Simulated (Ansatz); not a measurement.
**FHO₃W: how energies converge with the basis set**

Aim: see how fast density functionals converge with the basis set for FHO₃W.

The runs use Ansatz 0.2.0, Gaussian basis; one geometry, several basis sets.

The runs, in order: PBE0-D4/def2-SVP; ωB97M-V/def2-SVP; PBE0-D4/def2-QZVPP; ωB97M-V/def2-QZVPP; the functionals' def2-TZVPP values are taken from earlier runs.

### 1 The relaxed structure

All runs share one geometry, relaxed beforehand with PBE0-D4 in a triple-zeta def2 set. W takes the def2 core potential; no spin-orbit term is included.

SMILES `[O]=[W](=[O])([OH])[F]`, 6 atoms, charge 0, spin multiplicity 1.

Atoms are counted from 1 here; the program's logs count them from 0.

Bond lengths: O1–W2 1.699 Å, W2–O3 1.698 Å, W2–O4 1.872 Å, W2–F5 1.857 Å, O4–H6 0.960 Å. Angles: O1–W2–O3 107.8°, O1–W2–O4 108.5°, O1–W2–F5 109.7°, O3–W2–O4 109.6°, O3–W2–F5 109.6°, O4–W2–F5 111.7°, W2–O4–H6 126.3°.

### 2 PBE0-D4 in def2-SVP

The input, in.yaml:

```yaml
crystal:
  periodic: [false, false, false]
  atoms:
    - {symbol: O, position_ang: [-0.201528, -1.880201, -0.503203]}
    - {symbol: W, position_ang: [0.293295, -0.284688, -0.192590]}
    - {symbol: O, position_ang: [1.311934, -0.312775, 1.166166]}
    - {symbol: O, position_ang: [-1.224672, 0.744024, 0.182007]}
    - {symbol: F, position_ang: [1.225585, 0.376758, -1.656419]}
    - {symbol: H, position_ang: [-1.362515, 1.292781, 0.957838]}
basis:
  gaussian: {orbitals: def2-SVP}
hamiltonian: {xc: pbe0, dispersion: d4}
output: {orbitals: {seedname: orbitals}}
```

Started as:

```console
> ansatz run in.yaml --threads 4 --pin off --events-out ev --progress --plain --max-ram 10444MiB
```

After this run come: ωB97M-V in def2-SVP; PBE0-D4 in def2-QZVPP; ωB97M-V in def2-QZVPP.

**Question.** What will the summary of the whole plan be? Wanted: PBE0-D4: double and triple zeta above quadruple; ωB97M-V: double and triple zeta above quadruple.

As calculated:

| quantity | value |
| --- | --- |
| PBE0-D4: double and triple zeta above quadruple | 12.27, 0.50 eV |
| ωB97M-V: double and triple zeta above quadruple | 12.51, 0.47 eV |

**Reading.** For PBE0-D4 the step from double to triple zeta gains 11.77 eV and the next only 0.50 eV. These are total energies; as a rule much of such shifts cancels in differences, which this series doesn't test.
